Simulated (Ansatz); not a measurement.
# LiMg3H: the cost of one run

Program: Ansatz 0.2.0. Level of theory: DFT LDA, scalar-relativistic, plane waves, PAW. These are calculated values, not measurements.

20 further runs of the same task are left out: 20 set aside as unsound or not needed.

## 1. The system as given

The structure is triclinic, space group P1 (No. 1). Conventional cell: a = 4.866 Å, b = 4.866 Å, c = 23.219 Å, α = 90.00°, β = 90.00°, γ = 90.00°. Mg (site symmetry 1) is surrounded by 2 Li at 2.98 Å and 2 Mg at 2.98 Å. Li (site symmetry 1) has 8 Mg at 2.98 to 2.99 Å as nearest neighbours. Around Mg (site symmetry 1) lie 8 Mg at 2.98 to 2.99 Å. Mg (site symmetry 1) has 4 Mg at 2.98 to 2.99 Å and 4 Li at 2.99 to 3.00 Å as nearest neighbours. Around Li (site symmetry 1) lie 2 H at 2.30 to 2.62 Å. Mg (site symmetry 1) is surrounded by 2 H at 2.32 to 2.64 Å. Only part of the 10 independent sites is listed.

Structure file:

```
Mg Li H
1.0
     4.86602    0.00000    0.00000
     0.00000    4.86602    0.00000
     0.00000    0.00000   23.21915
Mg Li H
6 2 2
Direct
  0.50000 0.00000 0.17227
  0.00000 0.50000 0.17227
  0.50000 0.50000 0.24637
  0.00000 0.50000 0.32117
  0.50000 0.00000 0.32117
  0.00000 0.00000 0.39564
  0.00000 0.00000 0.24637
  0.50000 0.50000 0.39705
  0.25000 0.68321 0.47156
  0.25000 0.81679 0.47156
```

This is the geometry of the first run shown, built on a cell relaxed beforehand with the same method.

## 2. The scan

Atoms count from 1 in the order of the input.

H2 lies flat over one site of a rigid substrate while its bond length and height are varied.

The axes are (1) distance H9-H10: 8 values from 0.650 to 2.650 Å; (2) height of the H2 axis above the plane of Li7: 9 values from 0.45 to 3.60 Å.

Nothing else is relaxed. Points are written as (first, second).

## 3. Grid point (0.650 Å, 1.73 Å)

A dipole layer in the vacuum cancels the field that periodic copies would set up if the slab's two faces differ.

Input file input.yaml:

```yaml
crystal:
  lattice:
    - [4.8660176781, 0.0, 0.0]
    - [0.0, 4.8660176781, 0.0]
    - [0.0, 0.0, 23.2191483141]
  atoms:
    - { symbol: Mg, position: [0.5, 0.0, 0.1722716073] }
    - { symbol: Mg, position: [0.0, 0.5, 0.1722716073] }
    - { symbol: Li, position: [0.0, 0.0, 0.2463654985] }
    - { symbol: Mg, position: [0.5, 0.5, 0.2463654985] }
    - { symbol: Mg, position: [0.0, 0.5, 0.3211712586] }
    - { symbol: Mg, position: [0.5, 0.0, 0.3211712586] }
    - { symbol: Li, position: [0.5, 0.5, 0.3970493745] }
    - { symbol: Mg, position: [0.0, 0.0, 0.3956393742] }
    - { symbol: H, position: [0.25, 0.6832102714, 0.4715568446] }
    - { symbol: H, position: [0.25, 0.8167897286, 0.4715568446] }
basis:
  ecutwfc: 420
kpoints:
  mp_grid: { grid: [6, 6, 1] }
hamiltonian:
  xc: lda
scf:
  occupations: { method: gaussian, width: 0.1 }
output:
  forces: true
  eigenvalues: true
efield:
  axis: 3
  dipole_correction: true
  ramp_width: 0.04
```

Command:

```console
$ ansatz run input.yaml --threads 1 --pin off --max-ram 3072MiB --backend cpu --events-out ev --progress --plain --runs-dir out
```

Q: Estimate wall time and peak memory on 1 thread of Arm Neoverse V1, shared host.

About 42 s, with a peak of 0.66 GiB.
